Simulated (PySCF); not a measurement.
# C4H5GaS: the cost of one run

Programs: PySCF 2.14.0, with density-fitted response routines of our own. Each step states its level of theory. These are calculated values for one molecule in the gas phase, unless marked as measured. Atoms are numbered from 0 throughout.

1 further run of the same task is left out (for a known fault of the program).

## (1) The molecule as given

11 atoms, charge 0, multiplicity 1; geometry from: PBE0-D3(BJ)/def2-SVP.

Bonds of the start (Å): Ga0–C1 1.94, C1–C2 1.39, C2–C3 1.42, C3–C4 1.38, C4–S5 1.71, S5–C1 1.73, Ga0–H6 1.57, Ga0–H7 1.57, C2–H8 1.09, C3–H9 1.09, C4–H10 1.09.

## (2) Shielding tensors: PBE0/6-31G*

What the job is given:

```
{"job": {"kind": "nmr", "xc": "PBE0", "basis": "6-31G*", "pop": true}, "charge": 0, "multiplicity": 1}
Ga     2.483303     0.263791     0.012493
C      0.547843     0.213294    -0.048052
C     -0.282008    -0.854058     0.260793
C     -1.662994    -0.570128     0.113618
C     -1.884675     0.719818    -0.308619
S     -0.416519     1.568439    -0.521914
H      3.237981     1.579436    -0.379932
H      3.219943    -1.044992     0.462244
H      0.103592    -1.822311     0.587605
H     -2.464363    -1.283857     0.310231
H     -2.841962     1.203552    -0.502571
```

With the program's defaults for keys left out, this is: GIAO PBE0/6-31G* NMR shielding, non-relativistic, gas phase.

Launch:

```sh
OMP_NUM_THREADS=1 python probes_run.py task.json out
```

This one command runs all jobs of the session in turn.

**Question.** How long does this first job take on 1 thread of Arm Neoverse V2, shared host, and how much memory does it need?

About 9.8 s, with a peak of 0.62 GiB.
